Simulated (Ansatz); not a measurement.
**HF/3-21G run of C2H6BFO (SMILES COB(C)F)**

Aim: the energy change on altering one bond length of C2H6BFO at HF/3-21G, from 2 runs. 

Program for the calculation: Ansatz 0.2.0.

89 further runs of the same task are left out: 89 set aside as unsound or not needed. Runs told in other sessions of the task aren't counted.

## (1) Starting point

C2H6BFO: 11 atoms, total charge 0, spin state singlet. As SMILES, `COB(C)F`. The coordinates come from a PBE0-D4/def2-TZVP relaxation. This is one conformer, not always the lowest.

Bond lengths: C1–O2 1.408 Å, O2–B3 1.348 Å, B3–C4 1.569 Å, B3–F5 1.335 Å, C1–H6 1.092 Å, C1–H7 1.092 Å, C1–H8 1.093 Å, C4–H9 1.094 Å, C4–H10 1.090 Å, C4–H11 1.094 Å. Some angles: C1–O2–B3 123.8°, O2–B3–C4 126.0°, O2–B3–F5 114.4°, C4–B3–F5 119.6°, O2–C1–H6 109.0°, O2–C1–H7 108.9°, O2–C1–H8 112.4°, B3–C4–H9 111.5°, B3–C4–H10 111.3°, B3–C4–H11 111.4°.

## (2) The energy at HF/3-21G

File run.yaml:

```yaml
crystal:
  periodic: [false, false, false]
  atoms:
    - {symbol: C, position_ang: [-1.364400, 0.711100, 0.538500]}
    - {symbol: O, position_ang: [-0.241000, 1.227800, -0.135300]}
    - {symbol: B, position_ang: [0.818600, 0.482700, -0.508900]}
    - {symbol: C, position_ang: [0.993200, -1.057900, -0.270600]}
    - {symbol: F, position_ang: [1.779200, 1.165200, -1.136000]}
    - {symbol: H, position_ang: [-1.458500, 1.207100, 1.506900]}
    - {symbol: H, position_ang: [-2.259100, 0.924300, -0.050000]}
    - {symbol: H, position_ang: [-1.294000, -0.367700, 0.698100]}
    - {symbol: H, position_ang: [0.947600, -1.307000, 0.794000]}
    - {symbol: H, position_ang: [1.947400, -1.412800, -0.660100]}
    - {symbol: H, position_ang: [0.196300, -1.629800, -0.756000]}
basis:
  gaussian:
    orbitals: 3-21G.json
hamiltonian:
  xc: hf
output: {orbitals: {seedname: orbitals}}
accuracy: high
```

The basis set 3-21G is read from a file made from the Basis Set Exchange's data (not shown).

Run with:

```console
$ ansatz run run.yaml --threads 1 --pin off --max-ram 2610MiB --events-out events.jsonl --progress --plain --runs-dir runs
```

What it wrote:

```text
Warning: RAYON_NUM_THREADS=1 ignored (pool sized by the plan → 1); use --threads N
Functional definition: HF
  name "HF"
  exchange = exact_x
  correlation = 0
1355 factors; integrals over basis functions are off by at most 7.3e-9 eV
mean field evaluation 1: about -7530.2264 eV, gradient 3.2e1 eV
mean field evaluation 2: about -7530.5818 eV, gradient 3.3e1 eV
mean field evaluation 4: about -7532.8144 eV, gradient 2.6e0 eV
mean field evaluation 8: about -7532.8418 eV, gradient 1.7e-1 eV
mean field evaluation 16: about -7532.8419 eV, gradient 2.8e-8 eV
mean field -7532.84191545 eV, -276.8268344493 hartree, gradient 2.8e-8 eV, S^2 0.000000; 0 other end points of the search recorded, 0 dependent functions left out
reference -7532.84191545 eV, -276.8268344493 hartree; 20, 20 occupied and 37, 37 virtual orbitals, 1355 factors
Total energy: -7532.84191545 eV, -276.8268344493 hartree
```

Run time: 0.76 s. Hardware: 1 thread of Arm Neoverse V2, shared host; peak memory 0.12 GiB.

## (3) The distorted shape at the same level

File input.yaml:

```yaml
crystal:
  periodic: [false, false, false]
  atoms:
    - {symbol: C, position_ang: [-2.212106, 1.307199, 0.837389]}
    - {symbol: O, position_ang: [-1.088706, 1.823899, 0.163589]}
    - {symbol: B, position_ang: [0.818600, 0.482700, -0.508900]}
    - {symbol: C, position_ang: [0.993200, -1.057900, -0.270600]}
    - {symbol: F, position_ang: [1.779200, 1.165200, -1.136000]}
    - {symbol: H, position_ang: [-2.306206, 1.803199, 1.805789]}
    - {symbol: H, position_ang: [-3.106806, 1.520399, 0.248889]}
    - {symbol: H, position_ang: [-2.141706, 0.228399, 0.996989]}
    - {symbol: H, position_ang: [0.947600, -1.307000, 0.794000]}
    - {symbol: H, position_ang: [1.947400, -1.412800, -0.660100]}
    - {symbol: H, position_ang: [0.196300, -1.629800, -0.756000]}
basis:
  gaussian:
    orbitals: 3-21G.json
hamiltonian:
  xc: hf
accuracy: high
output: {orbitals: {seedname: orbitals}}
```

The basis set 3-21G is read from a file made from the Basis Set Exchange's data (not shown).

Run with:

```console
$ ansatz run input.yaml --threads 1 --pin off --max-ram 2610MiB --events-out events.jsonl --progress --plain --runs-dir runs
```

What it wrote:

```text
Warning: RAYON_NUM_THREADS=1 ignored (pool sized by the plan → 1); use --threads N
[... 4 set-up lines as earlier in the session ...]
1288 factors; integrals over basis functions are off by at most 1.5e-8 eV
mean field evaluation 1: about -7521.5447 eV, gradient 4.4e1 eV
mean field evaluation 2: about -7521.8206 eV, gradient 4.4e1 eV
mean field evaluation 4: about -7526.7033 eV, gradient 4.6e0 eV
mean field evaluation 8: about -7526.8440 eV, gradient 9.2e-1 eV
mean field evaluation 16: about -7526.8535 eV, gradient 1.4e-8 eV
mean field -7526.85348355 eV, -276.6067636361 hartree, gradient 3.7e-8 eV, S^2 0.000000; 0 other end points of the search recorded, 0 dependent functions left out
reference -7526.85348355 eV, -276.6067636361 hartree; 20, 20 occupied and 37, 37 virtual orbitals, 1288 factors
Total energy: -7526.85348355 eV, -276.6067636361 hartree
```

It took 0.72 s on 1 thread of Arm Neoverse V2, shared host; peak memory 0.12 GiB.

## (4) Outcome

Level: HF/3-21G.

| quantity | value |
| --- | --- |
| first shape: total energy | -276.82683 Eh |
| first shape: HOMO energy | -12.71 eV |
| first shape: LUMO energy | 5.42 eV |
| first shape: HOMO–LUMO gap | 18.14 eV |
| distorted shape: total energy | -276.60676 Eh |
| distorted shape: HOMO energy | -8.97 eV |
| distorted shape: LUMO energy | 1.92 eV |
| distorted shape: HOMO–LUMO gap | 10.89 eV |
| energy change with the O2–B3 bond stretched from 1.348 to 2.427 Å | 5.988 eV |

What this shows: With the O2–B3 bond stretched from 1.348 to 2.427 Å the energy rises by 5.99 eV (138 kcal/mol). The first shape isn't relaxed at this level, so the change isn't measured from a minimum. A restricted reference can't describe the breaking bond well at this length.
